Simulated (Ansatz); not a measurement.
# C2H3Be2N: the cost of one run

Computed with Ansatz 0.2.0 (the levels named in each step, unless a step's input says otherwise).

## 1. The structure to begin with

Bond lengths: Be1–Be2 1.825 Å, Be1–N3 1.619 Å, Be2–C4 1.719 Å, N3–C4 1.268 Å, C4–C5 1.508 Å, C5–H6 1.089 Å, C5–H7 1.094 Å, C5–H8 1.093 Å. Angles: Be1–Be2–C4 80.4°, Be2–Be1–N3 80.2°, Be1–N3–C4 104.3°, Be2–C4–N3 95.0°, Be2–C4–C5 145.7°, N3–C4–C5 119.3°, C4–C5–H6 109.4°, C4–C5–H7 109.3°, C4–C5–H8 111.8°, H6–C5–H7 107.8°, H6–C5–H8 109.3°, H7–C5–H8 109.1°.

Coordinates:

```xyz
8

Be    1.7349   -0.0301    0.8854
Be    1.3561   -0.2178   -0.8903
N     0.1221    0.1043    0.9320
C    -0.2375   -0.0149   -0.2784
C    -1.7040    0.0601   -0.6226
H    -1.8683    0.8696   -1.3319
H    -2.0102   -0.8736   -1.1031
H    -2.3214    0.2262    0.2634
```

## 2. A rough first relaxation, PBE-D4/def2-SVP

This run stands in another session on the same molecule. It ended at:

```xyz
8

Be    1.8320    0.0017    1.1838
Be    1.3490   -0.2056   -0.7617
N     0.3583    0.0563    0.6735
C    -0.2916   -0.0341   -0.4517
C    -1.7593    0.0620   -0.6314
H    -1.9831    0.8790   -1.3502
H    -2.1241   -0.8643   -1.1247
H    -2.3094    0.2289    0.3171
```

## 3. Relaxation, r2SCAN-D4/def2-TZVPP

input.yaml

```yaml
crystal:
  periodic: [false, false, false]
  atoms:
    - { symbol: Be, position_ang: [1.83202079, 0.00166675, 1.18380767] }
    - { symbol: Be, position_ang: [1.34904861, -0.20557704, -0.76169014] }
    - { symbol: "N", position_ang: [0.35825561, 0.05628733, 0.6734536] }
    - { symbol: C, position_ang: [-0.2916417, -0.03405482, -0.45174339] }
    - { symbol: C, position_ang: [-1.75930843, 0.06195087, -0.63144305] }
    - { symbol: H, position_ang: [-1.98314124, 0.87895137, -1.35020703] }
    - { symbol: H, position_ang: [-2.1241462, -0.8642856, -1.12469764] }
    - { symbol: H, position_ang: [-2.30939744, 0.22890113, 0.31708999] }
basis:
  gaussian: { orbitals: def2-TZVPP }
hamiltonian:
  xc: r2scan
  dispersion: d4
relax:
  f_tol: 0.002
  max_steps: 150
```

Run with:

```bash
ansatz run input.yaml --threads 4 --pin off --max-ram 10240MiB --backend cpu --events-out ev --progress --plain --runs-dir out
```

What time and memory should one allow on 4 threads of Intel Xeon 6975P-C (Granite Rapids), shared host?

About 9.1 s, with a peak of 0.34 GiB.
